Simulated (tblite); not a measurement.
# C7H14AlFO: the cost of one run

The runs use tblite 0.8.0 and PySCF 2.14.0, with density-fitted response routines of our own; the level of theory stands in each step. All values are computed, except where a source is named. Atoms count from 0, in the outputs and in this text.

## 1. The molecule as given

24 atoms, charge 0, multiplicity 1; geometry from: force field or distance geometry start.

Bonds of the start (Å): C0–C1 1.35, C1–C2 1.49, C2–F3 1.39, C2–O4 1.44, O4–Al5 1.90, O4–C6 1.42, C6–C7 1.52, C7–C8 1.33, C7–C9 1.51, C0–H10 1.07, C0–H11 1.09, C1–H12 1.08, C2–H13 1.11, Al5–H14 1.60, Al5–H15 1.59, Al5–H16 1.59, C6–H17 1.11, C6–H18 1.11, C8–H19 1.09, C8–H20 1.09, C9–H21 1.11, C9–H22 1.11, C9–H23 1.11.

## 2. Optimising the geometry with GFN2-xTB

Job settings and geometry (Å):

```
{"job": {"kind": "relax", "xc": "GFN2-xTB", "basis": "xTB"}, "charge": 0, "multiplicity": 1}
C      2.840100    -0.650800    -0.138700
C      1.893100    -1.378500    -0.757700
C      0.442500    -1.191000    -0.451000
F     -0.316300    -2.138900    -1.135700
O      0.020000     0.144700    -0.770900
Al    -0.123200     0.417100    -2.646100
C     -1.223700     0.450200    -0.153000
C     -1.014100     0.766700     1.321900
C     -0.228000     1.782700     1.678100
C     -1.699600    -0.063900     2.384600
H      3.878000    -0.807800    -0.365100
H      2.552200     0.110300     0.587700
H      2.197300    -2.137100    -1.456400
H      0.318100    -1.390700     0.631400
H     -0.340200     1.980800    -2.933800
H      1.218900    -0.066800    -3.352100
H     -1.360200    -0.404500    -3.209500
H     -1.693600     1.354300    -0.586800
H     -1.965000    -0.372700    -0.280700
H      0.269300     2.396000     0.933400
H     -0.078700     2.032200     2.728700
H     -2.304400    -0.875000     1.936600
H     -2.357800     0.590300     3.001200
H     -0.936500    -0.527800     3.041200
```

The run is started by

```sh
> OMP_NUM_THREADS=1 python probes_run.py task.json out
```

This one command runs all jobs of the session in turn.

**Question.** How long does this first job take on 1 thread of Arm Neoverse N1, shared host, and how much memory does it need?

About 3.1 s, with a peak of 0.19 GiB.
